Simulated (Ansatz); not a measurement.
TiAu, space group Pm-3m, a phonon calculation by linear response

Program: the Python package of Ansatz (0.2.0).

Typed at the interpreter:
```pycon
>>> from pathlib import Path
>>> import ansatz as az
>>> import numpy as np
>>> lattice = az.Lattice.of(
...     (3.254, 0.0, 0.0),
...     (0.0, 3.254, 0.0),
...     (0.0, 0.0, 3.254),
... )
>>> sites = [
...     ("Ti", (0.5, 0.5, 0.5)),
...     ("Au", (0.0, 0.0, 0.0)),
... ]
>>> structure = az.Crystal(lattice=lattice)
>>> for symbol, position in sites:
...     structure = structure.atom(symbol, position)
...
>>> structure.resolved().sites[-1]
Site(symbol='Au', position=(0.0, 0.0, 0.0), moment=None, axis=None, held=None, saved=None)
>>> model = (
...     structure.calculation()
...     .occupations(az.OccupationsMethod.FERMI_DIRAC, width=100 * az.meV)  # fractional filling near the Fermi level
...     .functional("pbesol")
...     .basis(450)  # cutoff of the orbital basis
...     .kpoints(10, 10, 10)  # the mesh must be finer for metals
...     .phonons("dfpt")
... )
>>> done = model.run(threads=1, backend="cpu", runs_dir="runs")

>>> ph = done.phonons
>>> print("Gamma modes (1/cm):", " ".join(f"{w:.1f}" for w in ph.gamma_omega_inv_cm))
Gamma modes (1/cm): 0.0 0.0 0.0 129.6 129.6 129.6
>>> print("in meV:", " ".join(f"{w * 0.1239842:.2f}" for w in ph.gamma_omega_inv_cm))
in meV: 0.00 0.00 0.00 16.07 16.07 16.07
```

Notes:
- The cell isn't relaxed first, so the values belong to this volume.
- Spin-orbit coupling, which matters for elements this heavy, is left out.
- The starting cell is as deposited in a crystallographic database; the results hold for this polymorph, which needn't be the stable one.
- The structure is taken as given; imaginary modes can come from an unrelaxed or unstable start. Phonons of metals also depend on mesh and smearing.
- Run time: 49 s on 1 thread of AMD EPYC (Zen 3), on a shared host, peak memory 0.69 GiB.

(Lines on the test bed's own set-up are left out of the output.)
